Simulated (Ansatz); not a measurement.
# Cd4Se3S: what a guessed cell relaxes into

The task: take a trial cell of Cd4Se3S to zero force and stress.

Method: DFT PBE, scalar-relativistic, plane waves, PAW, in Ansatz 0.2.0.

**1. The structure to begin with**

Symmetry: P3m1, No. 156, trigonal system. Conventional cell: a = 4.173 Å, b = 4.173 Å, c = 13.550 Å, α = 90.00°, β = 90.00°, γ = 120.00°. Cd (site symmetry 3m) has 1 Se at 2.54 Å and 3 S at 2.55 Å as nearest neighbours. Around Cd (site symmetry 3m) lie 4 Se at 2.54 to 2.55 Å. Cd (site symmetry 3m) is surrounded by 1 S at 2.54 Å and 3 Se at 2.55 Å. Around Se (site symmetry 3m) lie 4 Cd at 2.54 to 2.55 Å. Around S (site symmetry 3m) lie 4 Cd at 2.54 to 2.55 Å.

Coordinates:

```cif
data_structure
_symmetry_space_group_name_H-M 'P 1'
_symmetry_Int_Tables_number 1
_cell_length_a 4.1733
_cell_length_b 4.1733
_cell_length_c 13.5497
_cell_angle_alpha 90.000
_cell_angle_beta 90.000
_cell_angle_gamma 120.000
_cell_volume 204.37
loop_
_atom_site_label
_atom_site_type_symbol
_atom_site_fract_x
_atom_site_fract_y
_atom_site_fract_z
_atom_site_occupancy
Cd1 Cd 0.33333 0.66667 0.00000 1
Cd2 Cd 0.33333 0.66667 0.50000 1
Cd3 Cd 0.66667 0.33333 0.25000 1
Cd4 Cd 0.66667 0.33333 0.75000 1
Se1 Se 0.33333 0.66667 0.18750 1
Se2 Se 0.33333 0.66667 0.68750 1
Se3 Se 0.66667 0.33333 0.43750 1
S1 S 0.66667 0.33333 0.93750 1
```

The start is an ordering of an alloy on its end members' structure types: elements ordered on the sites of the CdS type, S/Se on S (P3m1, No. 156).

**2. A first look at the guess**

input.yaml reads:

```yaml
crystal:
  lattice:
    - [4.17331545, 0.0, 0.0]
    - [-2.08665773, 3.6141972, 0.0]
    - [0.0, 0.0, 13.54969927]
  atoms:
    - { symbol: Cd, position: [0.33333333, 0.66666667, 0.0] }
    - { symbol: Cd, position: [0.33333333, 0.66666667, 0.5] }
    - { symbol: Cd, position: [0.66666667, 0.33333333, 0.25] }
    - { symbol: Cd, position: [0.66666667, 0.33333333, 0.75] }
    - { symbol: Se, position: [0.33333333, 0.66666667, 0.1875] }
    - { symbol: Se, position: [0.33333333, 0.66666667, 0.6875] }
    - { symbol: Se, position: [0.66666667, 0.33333333, 0.4375] }
    - { symbol: S, position: [0.66666667, 0.33333333, 0.9375] }
basis:
  ecutwfc: 420
kpoints:
  mp_grid: { grid: [6, 6, 2] }
hamiltonian:
  xc: pbe
scf:
  occupations: { method: gaussian, width: 0.1 }
  lower_state_search: "off"
output:
  forces: true
  stress: true
  eigenvalues: true
```

The run is started by

```sh
$ ansatz run input.yaml --threads 1 --pin off --max-ram 2560MiB --backend cpu --events-out ev --progress --plain --runs-dir out
```

The session goes on with these runs: rough relaxation on the coarse mesh; relaxation on the finer mesh.

What does the calculation give? Wanted: conventional cell; volume; energy over the elements; gap on the mesh.

**Answer**, as computed:

| quantity | value |
| --- | --- |
| symmetry at the end (tolerance 0.02 Å) | space group P3m1 (No. 156) |
| conventional cell | a = 4.335 Å, b = 4.335 Å, c = 14.154 Å, α = 90.00°, β = 90.00°, γ = 120.00° |
| volume | 28.79 Å³/atom |
| energy over the elements | -0.63 eV/atom |
| gap on the mesh | 0.59 eV |

**Reading.** The space group P3m1 (No. 156) is kept, and the volume per atom grows by 12.7 % from the first guess. A negative formation energy is needed for stability but isn't enough; other structures and compounds were not set against it here. No finished test with a distortion of lower symmetry is shown, so the end may be a saddle point.
